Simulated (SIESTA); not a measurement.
## NaSrNbBiO6 under changes of volume

One of the cells (14.920 Å³/atom); the others are scaled copies at fixed shape and fractional positions:

```
Bi Nb Sr Na O
1.0
     0.00000    4.20967    4.20967
     4.20967    0.00000    4.20967
     4.20967    4.20967    0.00000
Bi Nb Sr Na O
1 1 1 1 6
Direct
  0.00000 0.00000 0.00000
  0.50000 0.50000 0.50000
  0.75000 0.75000 0.75000
  0.25000 0.25000 0.25000
  0.73759 0.73759 0.26241
  0.26241 0.26241 0.73759
  0.73759 0.26241 0.73759
  0.26241 0.73759 0.26241
  0.26241 0.73759 0.73759
  0.73759 0.26241 0.26241
```

The cell comes from a database or a generator and needn't be the stable form of this composition.

- Program: SIESTA 5.4.2
- Functional: LDA
- Potentials or basis: PseudoDojo 0.4 standard (LDA files)
- Basis: DZP (energy shift 0.003 Ry; two zetas on semicore shells; d shell added on Sr)
- Grid cutoff: 800 Ry
- Energy shift: 0.003 Ry
- k mesh: 4 × 4 × 4
- Occupations: fermi-dirac, width 0.05 eV
- Spin: no spin polarisation

```tsv
volume (Å³/atom)	energy over the lowest point (meV/atom)	pressure (GPa)	largest force (eV/Å)
14.025	1.26	2.4	0.053
14.323	0.00	-0.9	0.080
14.622	4.51	-3.8	0.208
14.920	14.13	-6.4	0.321
15.219	?	?	?
15.517	46.57	-10.8	0.538
15.815	68.42	-12.6	0.638
```

Problem. What does the run at 15.219 Å³/atom give?

Solution. Energy over the lowest point 28.32 meV/atom; pressure -8.7 GPa; largest force 0.439 eV/Å.

Worked out: A Birch-Murnaghan fit of order 3 (a polynomial in V^(-2/3)) to the other rows has its minimum at 14.23 Å³/atom with B0 = V·E''(V) = 152 GPa and B' = 4.5 at fixed shape and positions, which overstates the stiffness. It gives 28.34 meV/atom at 15.219 Å³/atom, against the run's 28.32, and -dE/dV = -8.8 GPa, against -8.7.

Energies are extrapolated to zero smearing.

Caveats: the basis of atomic orbitals isn't converged, which shifts pressures, moduli and gaps; an odd number of electrons without spin polarisation forces a metal; a magnetic or distorted state may lie lower.
